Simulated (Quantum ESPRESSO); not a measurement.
NaTaO2:

```
Na Ta O
1.0
     1.55718    0.89904    5.65317
    -1.55718    0.89904    5.65317
     0.00000   -1.79808    5.65317
Na Ta O
1 1 2
Cartesian
  0.0000 0.0000 8.4798
  0.0000 0.0000 0.0000
  0.0000 0.0000 4.5231
  0.0000 0.0000 12.4364
```

The cell comes from a database or a generator and needn't be the stable form of this composition.

Base run:

* Program: Quantum ESPRESSO 7.5
* Functional: revPBE
* Potentials or basis: PseudoDojo 0.5 SR PBE standard
* Cutoff: 1197 eV
* Density cutoff: 4789 eV
* k mesh: 7 × 7 × 7
* Occupations: gaussian, width 0.05 eV
* Spin: collinear spin, ferromagnetic start
* Starting moments: [0.0, 2.0, 0.0, 0.0] μB
* Hubbard terms: Ta d U = 7 eV

Its results: band gap on the k mesh none (metal or under the smearing width); pressure 20.7 GPa; net moment 2.00 μB per cell; site moments Na +0.01; Ta +0.87; O +0.01 μB; largest force 2.028 eV/Å.

Problem. The run is repeated on the same cell with these changes: functional from revPBE to PW91. What comes out?

Solution. Band gap on the k mesh none (metal or under the smearing width); pressure 17.5 GPa; net moment 2.00 μB per cell; site moments Na +0.01; Ta +0.86; O +0.02 μB; largest force 1.915 eV/Å.

PW91 binds more tightly than revPBE, so the same cell stands under less pressure.

Caveats: the potentials were made for another functional, which shifts forces and pressure.

Not every run made on this cell is shown here.
